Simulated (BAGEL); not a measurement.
# AlHBrF (SMILES [F][AlH][Br]): levels of theory compared

We compute a comparison of 3 runs (HF/STO-3G, HF/3-21G, HF/6-31G*) of AlHBrF. 

The results are computed with BAGEL 1.2.2.

25 further runs of the same task are left out: 2 for a known fault of the program, 6 that didn't finish, 17 set aside as unsound or not needed.

### 1 Starting point

The species is AlHBrF (4 atoms), meant as a singlet with charge 0. As SMILES, `[F][AlH][Br]`. The F1–Al2 distance was set to 2.461 Å, away from the relaxed value.

Bond lengths: Al2–Br3 2.237 Å, Al2–H4 1.563 Å. Angles: Br3–Al2–H4 122.6°.

### 2 The energy at HF/STO-3G (density fitting with qzvpp-jkfit) (run 1)

input.json

```json
{ "bagel" : [

{
  "title" : "molecule",
  "basis" : "sto-3g",
  "df_basis" : "qzvpp-jkfit",
  "angstrom" : true,
  "geometry" : [
    { "atom" : "F", "xyz" : [    1.102493,   -1.245741,    1.891937 ] },
    { "atom" : "Al", "xyz" : [    0.132300,    0.076200,    0.056400 ] },
    { "atom" : "Br", "xyz" : [   -1.566600,   -0.822700,   -1.088000 ] },
    { "atom" : "H", "xyz" : [    0.710500,    1.491300,   -0.268800 ] }
  ]
},
{
  "title" : "hf"
},
{
  "title" : "print",
  "file" : "orbitals.molden",
  "orbitals" : true
}

]}
```

Run with:

```console
$ BAGEL_NUM_THREADS=1 BAGEL input.json > input.out
```

What it wrote:

```text
* using 1 threads per process

  ===============================================================
  ===============================================================

  *** Geometry ***

  { "atom" : "F", "xyz" : [      2.083410,     -2.354109,      3.575243 ] },
  { "atom" : "Al", "xyz" : [      0.250011,      0.143997,      0.106581 ] },
  { "atom" : "Br", "xyz" : [     -2.960445,     -1.554678,     -2.056022 ] },
  { "atom" : "H", "xyz" : [      1.342650,      2.818149,     -0.507958 ] },

  Number of auxiliary basis functions:      489

  Since a DF basis is specified, we compute 2- and 3-index integrals:
    o Being stored without compression. Storage requirement is 0.004 GB

  Number of basis functions:       33
  Number of electrons      :       58

    * METHOD: MOLECULE                             0.17

  *** RHF ***

  === Nuclear Repulsion ===
   185.5175398582

      * DIIS with orbital gradients will be used.

  === RHF iteration (sto-3g) ===
      0      -2881.99191766          0.01509149           0.03
      1      -2882.08537980          0.01806211           0.03
      2      -2882.20230016          0.00196298           0.03
      3      -2882.20492365          0.00050418           0.03
      4      -2882.20512050          0.00007446           0.03
      5      -2882.20512413          0.00001172           0.03
      6      -2882.20512427          0.00000609           0.03
      7      -2882.20512435          0.00000304           0.03
      8      -2882.20512437          0.00000064           0.03
      9      -2882.20512437          0.00000016           0.03
     10      -2882.20512437          0.00000003           0.03
     11      -2882.20512437          0.00000000           0.03
    * SCF iteration converged.

    * Permanent dipole moment:
           (   -0.305393,    -0.826027,     0.222012) a.u.

    * METHOD: HF                                   0.42

    * METHOD: PRINT                                0.00

  ===============================================================
```

It took 1.5 s on 1 thread of Intel Xeon Platinum 8488C (Sapphire Rapids), shared host; peak memory 0.078 GiB.

### 3 A single-point energy at HF/3-21G (density fitting with qzvpp-jkfit) (run 2)

calc.json

```json
{ "bagel": [

{
  "title": "molecule",
  "basis": "3-21g",
  "df_basis": "qzvpp-jkfit",
  "angstrom": true,
  "geometry": [
    { "atom": "F", "xyz": [    1.102493,   -1.245741,    1.891937 ] },
    { "atom": "Al", "xyz": [    0.132300,    0.076200,    0.056400 ] },
    { "atom": "Br", "xyz": [   -1.566600,   -0.822700,   -1.088000 ] },
    { "atom": "H", "xyz": [    0.710500,    1.491300,   -0.268800 ] }
  ]
},
{
  "title": "hf"
},
{
  "title": "print",
  "file": "orbitals.molden",
  "orbitals": true
}

]}
```

Run with:

```console
$ BAGEL_NUM_THREADS=1 BAGEL calc.json > calc.out
```

What it wrote:

```text
* using 1 threads per process

  ===============================================================
  ===============================================================

  *** Geometry ***

  { "atom" : "F", "xyz" : [      2.083410,     -2.354109,      3.575243 ] },
  { "atom" : "Al", "xyz" : [      0.250011,      0.143997,      0.106581 ] },
  { "atom" : "Br", "xyz" : [     -2.960445,     -1.554678,     -2.056022 ] },
  { "atom" : "H", "xyz" : [      1.342650,      2.818149,     -0.507958 ] },

  Number of auxiliary basis functions:      489

  Since a DF basis is specified, we compute 2- and 3-index integrals:
    o Being stored without compression. Storage requirement is 0.008 GB

  Number of basis functions:       46
  Number of electrons      :       58

    * METHOD: MOLECULE                             0.17

  *** RHF ***

  === Nuclear Repulsion ===
   185.5175398582

      * DIIS with orbital gradients will be used.

  === RHF iteration (3-21g) ===
      0      -2899.91687084          0.02719859           0.04
      1      -2899.96813686          0.02758247           0.04
      2      -2900.10039361          0.00227929           0.04
      3      -2900.10301916          0.00088922           0.04
      4      -2900.10361538          0.00032756           0.04
      5      -2900.10371104          0.00010918           0.04
      6      -2900.10372179          0.00001105           0.04
      7      -2900.10372187          0.00000326           0.04
      8      -2900.10372188          0.00000169           0.04
      9      -2900.10372188          0.00000076           0.04
     10      -2900.10372188          0.00000031           0.04
     11      -2900.10372188          0.00000011           0.04
     12      -2900.10372188          0.00000004           0.04
     13      -2900.10372188          0.00000001           0.04
     14      -2900.10372188          0.00000001           0.04
    * SCF iteration converged.

    * Permanent dipole moment:
           (    0.227107,    -1.214378,     1.012288) a.u.

    * METHOD: HF                                   0.72

    * METHOD: PRINT                                0.00

  ===============================================================
```

Run time: 1.8 s. Hardware: 1 thread of Intel Xeon Platinum 8488C (Sapphire Rapids), shared host; peak memory 0.079 GiB.

### 4 The energy at HF/6-31G(d) (density fitting with qzvpp-jkfit, spherical functions) (run 3)

input.json: that of step 2 with these lines changed.

```diff
@@ -4,5 +4,5 @@
   "title" : "molecule",
-  "basis" : "sto-3g",
+  "basis" : "6-31gs.json",
   "df_basis" : "qzvpp-jkfit",
-  "angstrom" : true,
+  "angstrom" : "true",
   "geometry" : [
@@ -20,3 +20,3 @@
   "file" : "orbitals.molden",
-  "orbitals" : true
+  "orbitals" : "true"
 }
```

The basis set 6-31G* is read from a file made from the Basis Set Exchange's data (not shown).

Run with:

```console
$ BAGEL_NUM_THREADS=1 BAGEL input.json > input.out
```

What it wrote:

```text
* using 1 threads per process

  ===============================================================
  ===============================================================

  *** Geometry ***

  { "atom" : "F", "xyz" : [      2.083410,     -2.354109,      3.575243 ] },
  { "atom" : "Al", "xyz" : [      0.250011,      0.143997,      0.106581 ] },
  { "atom" : "Br", "xyz" : [     -2.960445,     -1.554678,     -2.056022 ] },
  { "atom" : "H", "xyz" : [      1.342650,      2.818149,     -0.507958 ] },

  Number of auxiliary basis functions:      489

  Since a DF basis is specified, we compute 2- and 3-index integrals:
    o Being stored without compression. Storage requirement is 0.017 GB

  Number of basis functions:       66
  Number of electrons      :       58

    * METHOD: MOLECULE                             0.24

  *** RHF ***

  === Nuclear Repulsion ===
   185.5175398582

      * DIIS with orbital gradients will be used.

  === RHF iteration (6-31gs.json) ===
      0      -2913.81011150          0.02089237           0.07
      1      -2913.86437161          0.02080134           0.06
      2      -2914.02794732          0.00168851           0.07
      3      -2914.03013448          0.00068337           0.06
      4      -2914.03043802          0.00025997           0.06
      5      -2914.03050912          0.00008720           0.06
      6      -2914.03052216          0.00002558           0.06
      7      -2914.03052309          0.00000441           0.06
      8      -2914.03052311          0.00000133           0.06
      9      -2914.03052311          0.00000050           0.06
     10      -2914.03052311          0.00000018           0.06
     11      -2914.03052311          0.00000007           0.06
     12      -2914.03052311          0.00000003           0.06
     13      -2914.03052311          0.00000002           0.06
     14      -2914.03052311          0.00000001           0.06
    * SCF iteration converged.

    * Permanent dipole moment:
           (    0.511398,    -1.278794,     1.342158) a.u.

    * METHOD: HF                                   1.14

    * METHOD: PRINT                                0.01

  ===============================================================
```

Run time: 2.3 s. Hardware: 1 thread of Intel Xeon Platinum 8488C (Sapphire Rapids), shared host; peak memory 0.099 GiB.

### 5 All runs side by side

```
run                                                              level   energy (Eh)  dipole moment (D)  HOMO energy (eV)  LUMO energy (eV)  wall time
  1                       HF/STO-3G (density fitting with qzvpp-jkfit)  -2882.205124               2.31             -6.26              5.28      1.5 s
  2                        HF/3-21G (density fitting with qzvpp-jkfit)  -2900.103722               4.06            -11.42              0.27      1.8 s
  3  HF/6-31G* (density fitting with qzvpp-jkfit, spherical functions)  -2914.030523               4.89            -12.21              0.32      2.3 s
```

### 6 Outcome

| quantity | value |
| --- | --- |
| run 3: total energy | -2914.03052 Eh |
| run 3: dipole moment | 4.89 D |
| run 3: HOMO energy | -12.21 eV |
| run 3: LUMO energy | 0.32 eV |
| run 3: HOMO–LUMO gap | 12.53 eV |

In words: The dipole moment (its size) runs from 2.31 D (HF/STO-3G) to 4.89 D (HF/6-31G*). The HOMO–LUMO gap runs from 11.54 eV (HF/STO-3G) to 12.53 eV (HF/6-31G*). In run 1 the basis is minimal, so the values are rough. All runs together took 5.6 s, the longest 2.3 s.
